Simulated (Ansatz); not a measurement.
What does this script print? It uses the Python package of Ansatz (0.2.0).

The script, `torsion_c3h6geo.py`:
```python
"""Energy of C3H6GeO as one group turns about a bond."""

import warnings

import ansatz as az
from ase import Atoms


def main() -> None:
    warnings.simplefilter("ignore", az.DeckWarning)

    atoms = Atoms(["C", "Ge", "C", "C", "O", "H", "H", "H", "H", "H", "H"], positions=[
        (-1.595, 0.374, 0.7075),
        (0.2482, 0.7909, 0.4749),
        (1.3117, -0.6424, 0.5769),
        (0.9795, -0.3464, -0.7654),
        (0.9458, -0.7238, -2.1195),
        (-1.7725, -0.562, 1.1642),
        (-2.1128, 0.4293, -0.2926),
        (-2.0615, 1.2119, 1.3371),
        (0.7194, 2.2127, 0.0471),
        (1.9235, -1.2848, 1.2654),
        (1.4791, -1.5165, -2.375),
    ])

    # start the scan from a relaxed geometry
    first = (
        az.Crystal.molecule_from_ase(atoms).calculation()
        .basis(gaussian="def2-SVP")
        .functional("r2scan")
        .relax(force_tolerance=0.02, max_steps=80)
    )
    atoms.positions = first.run().report["positions_ang"]

    start = atoms.get_dihedral(1, 3, 4, 10)
    energies = {}
    for turn in range(0, 360, 30):
        turned = atoms.copy()
        turned.set_dihedral(1, 3, 4, 10, start + turn, indices=[4, 10])
        model = (
            az.Crystal.molecule_from_ase(turned).calculation()
            .basis(gaussian="def2-SVP")
            .functional("r2scan")
        )
        energies[round((start + turn) % 360)] = model.run().report["free_energy_ev"]
    floor = min(energies.values())
    print("dihedral Ge1-C3-O4-H10 (deg)   E - E(min) (eV)")
    for angle, e in sorted(energies.items()):
        print(f"{angle:8d} {(e - floor):14.3f}  " + "#" * int(30 * (e - floor) / max(max(energies.values()) - floor, 1e-9)))


if __name__ == "__main__":
    main()
```

Output of `python torsion_c3h6geo.py`:
```text
dihedral Ge1-C3-O4-H10 (deg)   E - E(min) (eV)
      30          0.064  #####
      60          0.219  ###################
      90          0.323  #############################
     120          0.257  #######################
     150          0.094  ########
     180          0.013  #
     210          0.095  ########
     240          0.261  #######################
     270          0.334  ##############################
     300          0.232  ####################
     330          0.073  ######
     360          0.000
```

The lowest point is at 360° and the highest at 270°, 0.334 eV (32.2 kJ/mol) above it, with the rest of the molecule held.

The scan is rigid and the energies are electronic, in a modest basis. With rigid groups the curve can differ much from the relaxed path, the start wasn't checked as a minimum of this torsion, and equivalent turns needn't return to the same energy. Timing: 3 min on 1 thread of Arm Neoverse V2 (shared host), peak memory 0.25 GiB.
